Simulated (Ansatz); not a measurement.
**FeO: further runs on the relaxed cell**

One table from this session's results is given with a row withheld; the runs are named, their logs left out.

Computed with Ansatz 0.2.0 (DFT PBEsol, scalar-relativistic, plane waves, PAW, unless a step's input says otherwise).

## The structure to begin with

It takes space group Fm-3m (No. 225, cubic). The conventional cell has a = 4.246 Å, b = 4.246 Å, c = 4.246 Å, α = 90.00°, β = 90.00°, γ = 90.00°. Around Fe (site symmetry m-3m) lie 6 O at 2.12 Å. Around O (site symmetry m-3m) lie 6 Fe at 2.12 Å.

Coordinates:

```cif
data_structure
_symmetry_space_group_name_H-M 'Fm-3m'
_symmetry_Int_Tables_number 225
_cell_length_a 4.2456
_cell_length_b 4.2456
_cell_length_c 4.2456
_cell_angle_alpha 90.000
_cell_angle_beta 90.000
_cell_angle_gamma 90.000
_cell_volume 76.53
loop_
_atom_site_label
_atom_site_type_symbol
_atom_site_symmetry_multiplicity
_atom_site_Wyckoff_symbol
_atom_site_fract_x
_atom_site_fract_y
_atom_site_fract_z
_atom_site_occupancy
Fe1 Fe 4 a 0.00000 0.00000 0.00000 1
O1 O 4 b 0.00000 0.00000 0.50000 1
```

This cell was relaxed beforehand with the same method: volume 9.57 Å³/atom, gap on the mesh none (metal), site moments up to 3.4 μB.

The first run:

input.yaml

```yaml
crystal:
  lattice:
    - [1.485656184, 0.8577439978, 2.4272570757]
    - [-1.485656184, 0.8577439978, 2.4272570757]
    - [0.0, -1.7154879955, 2.4272570757]
  atoms:
    - { symbol: Fe, position: [0.0, 0.0, 0.0], spin: 3.76 }
    - { symbol: O, position: [0.5, 0.5, 0.5], spin: 0.37 }
basis:
  ecutwfc: 420
kpoints:
  mp_grid: { grid: [18, 18, 18] }
hamiltonian:
  xc: pbesol
scf:
  occupations: { method: gaussian, width: 0.1 }
output:
  forces: true
  stress: true
  eigenvalues: true
  populations: true
magnetization:
  spin_polarized: true
relax:
  adjacent_minimum: "off"
  f_tol: 0.01
  max_steps: 30
  cell: { stress_tol: 0.1, fix: [volume] }
```

Run with:

```
$ ansatz run input.yaml --threads 1 --pin off --max-ram 2560MiB --backend cpu --events-out ev --progress --plain --runs-dir out
```

Steps of the session up to this table: The cell scaled to 0.97 of its volume; The cell scaled to 1.03 of its volume; Volume × 0.94; Point at V/V0 = 1.06; Point at V/V0 = 0.91; Point at V/V0 = 1.10; The cell scaled to 0.88 of its volume.

One of the session's tables, all rows but one given; the rest of the session is left out.

It belongs to the step «Energy against volume». 

```
volume (Å³/atom)  energy above the lowest point (meV/atom)  pressure (GPa)  largest moment (μB)
           8.418                                     101.7           29.01                 3.13
           8.705                                      57.1           21.19                 3.26
           8.992                                         ?               ?                    ?
           9.279                                       5.9            6.79                 3.40
           9.566                                       0.0            0.01                 3.42
           9.853                                       5.4           -5.77                 3.43
          10.140                                      20.3          -10.67                 3.45
          10.523                                      52.5          -16.01                 3.47
```

Q: Estimate the row for volume (Å³/atom) = 8.992 from the others.

Worked estimate for «energy above the lowest point (meV/atom)». A straight line through the neighbours (8.705, 57.1) and (9.279, 5.9) gives 57.1 + (5.9 − 57.1) × (8.992 − 8.705) / (9.279 − 8.705) = 31.5; a parabola fitted to 4 rows on both sides gives 25.1.

**Answer.** energy above the lowest point (meV/atom): 25.0; pressure (GPa): 14.19; largest moment (μB): 3.36. In «energy above the lowest point (meV/atom)» the line misses by +6.5 and the parabola by +0.1.

To keep in mind: Without a U such compounds often come out metallic though many are antiferromagnetic insulators.
